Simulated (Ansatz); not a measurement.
# Sc: a tetragonal deformation path

One table from this session's results is given with a row withheld; the runs are named, their logs left out.

Computed with Ansatz 0.2.0 (DFT r2SCAN, scalar-relativistic, plane waves, PAW, unless a step's input says otherwise).

## The system as given

It takes space group Fm-3m (No. 225, cubic). The conventional cell has a = 4.541 Å, b = 4.541 Å, c = 4.541 Å, α = 90.00°, β = 90.00°, γ = 90.00°. Sc (site symmetry m-3m) has 12 Sc at 3.21 Å in its first shell of neighbours.

As a file:

```cif
data_structure
_symmetry_space_group_name_H-M 'P 1'
_symmetry_Int_Tables_number 1
_cell_length_a 3.2110
_cell_length_b 3.2110
_cell_length_c 3.2110
_cell_angle_alpha 60.000
_cell_angle_beta 60.000
_cell_angle_gamma 60.000
_cell_volume 23.41
loop_
_atom_site_label
_atom_site_type_symbol
_atom_site_fract_x
_atom_site_fract_y
_atom_site_fract_z
_atom_site_occupancy
Sc1 Sc 0.00000 0.00000 0.00000 1
```

No relaxation comes first: the listed cell is the starting point.

## The reference cell

The reference gives a free energy of -2140.5026 eV, pressure 4.06 GPa, largest force 0.000 eV/Å and gap on the mesh none (metal). It was computed beforehand with the settings of the runs below.

Set-up of the first run:

At fixed volume and fractional coordinates, lengths along (0.000, 0.000, 1.000) are scaled against those across it; ρ is that ratio over its starting value.

input.yaml

```yaml
crystal:
  lattice:
    - [0.0, 2.5486783803, 1.8019156149]
    - [2.5486783803, 0.0, 1.8019156149]
    - [2.5486783803, 2.5486783803, 0.0]
  atoms:
    - { symbol: Sc, position: [0.0, 0.0, 0.0] }
basis:
  ecutwfc: 500
kpoints:
  mp_grid: { grid: [20, 20, 20] }
hamiltonian:
  xc: r2scan
scf:
  occupations: { method: gaussian, width: 0.15 }
output:
  forces: true
  stress: true
  eigenvalues: true
```

Launch:

```bash
> ansatz run input.yaml --threads 1 --pin off --max-ram 2560MiB --backend cpu --events-out ev --progress --plain --runs-dir out
```

Steps of the session up to this table: ρ = 0.707; At ρ = 1.414; At ρ = 0.850; At ρ = 1.200; Point ρ = 0.780; At ρ = 1.300; At ρ = 0.920; Point ρ = 1.100; Point ρ = 0.650; At ρ = 1.500; Point ρ = 0.960; At ρ = 1.050.

One table of the session follows, with a row left open; its other results are not shown here.

Collected from the runs (energy zero: the undisturbed cell):

| ρ | ΔE (meV/atom) | pressure (GPa) |
| --- | --- | --- |
| 0.650 | 23.7 | 4.3 |
| 0.707 | 16.7 | 4.3 |
| 0.780 | 19.3 | 4.2 |
| 0.850 | 12.7 | 4.0 |
| 0.920 | 4.1 | 4.0 |
| 0.960 | 1.1 | 4.0 |
| 1.000 | 0.0 | 4.1 |
| 1.050 | 1.7 | 4.0 |
| 1.100 | 6.7 | 3.9 |
| 1.200 | 31.6 | 3.5 |
| 1.300 | ? | ? |
| 1.414 | 199.6 | 2.6 |
| 1.500 | 318.7 | 2.8 |

Estimate the missing values for ρ = 1.300.

Worked estimate for «ΔE (meV/atom)». A straight line through the neighbours (1.200, 31.6) and (1.414, 199.6) gives 31.6 + (199.6 − 31.6) × (1.300 − 1.200) / (1.414 − 1.200) = 110.1; a parabola fitted to 4 rows on both sides gives 89.1.

**Answer.** ΔE (meV/atom): 85.6; pressure (GPa): 3.0. In «ΔE (meV/atom)» the line misses by +24.5 and the parabola by +3.5.
